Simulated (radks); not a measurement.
**Ionisation energy and size from Ni to Kr**

The task here is to estimate one member of a computed series from the others.

Program: radks (a radial shooting solver on a logarithmic mesh, Libxc functionals) version 1. Level of theory: scalar-relativistic Kohn-Sham, BLYP, spin-polarised, spherical densities, point nucleus; open shells are filled with parallel spins first. These are calculated values, not measurements, unless marked.

## Starting point

| Item | Value |
| --- | --- |
| species | Ni, Cu, Zn, Ga, Ge, As, Se, Br, Kr |
| runs | 18, each species and its next ion |

Set-up of the first run:

The run's settings:

```text
Z 28
configuration [Ar] 3d8 4s2
relativity scalar-relativistic
functional b88,lyp
spin polarised
nucleus point
c 137.035999084
```

Steps of the session up to this table: Ni, [Ar] 3d8 4s2; Ni⁺, [Ar] 3d9; Cu, [Ar] 3d10 4s1; Cu⁺, [Ar] 3d10; Zn, [Ar] 3d10 4s2; Zn⁺, [Ar] 3d10 4s1; Ga, [Ar] 3d10 4s2 4p1; Ga⁺, [Ar] 3d10 4s2; Ge, [Ar] 3d10 4s2 4p2; Ge⁺, [Ar] 3d10 4s2 4p1; As, [Ar] 3d10 4s2 4p3; As⁺, [Ar] 3d10 4s2 4p2; Se, [Ar] 3d10 4s2 4p4; Se⁺, [Ar] 3d10 4s2 4p3; Br, [Ar] 3d10 4s2 4p5; Br⁺, [Ar] 3d10 4s2 4p4; Kr, [Kr]; Kr⁺, [Ar] 3d10 4s2 4p5.

One table of the session follows, with a row left open; its other results are not shown here.

| species | Δ-SCF (eV) | −ε(HOMO) (eV) | its <r> (bohr) |
| --- | --- | --- | --- |
| Ni | 7.241 | 5.441 | 2.84 |
| Cu | 8.443 | 4.879 | 2.89 |
| Zn | 9.712 | 5.962 | 2.65 |
| Ga | 5.793 | 2.702 | 3.39 |
| Ge | 7.731 | 4.157 | 2.86 |
| As | 9.602 | 5.600 | 2.52 |
| Se | 9.627 | 5.603 | 2.36 |
| Br | 11.774 | 7.342 | 2.13 |
| Kr | ? | ? | ? |

Q: Estimate the row for Kr from the others.

As computed: Δ-SCF (eV): 13.924; −ε(HOMO) (eV): 9.093; its <r> (bohr): 1.95. In the column «Δ-SCF (eV)» it is the highest.

For Cu the highest level isn't the widest one, so −ε(HOMO) and <r> belong to different orbitals, and Δ-SCF follows the ion's typed configuration. Open shells are spherical and high-spin; term and fine-structure splittings are not resolved.
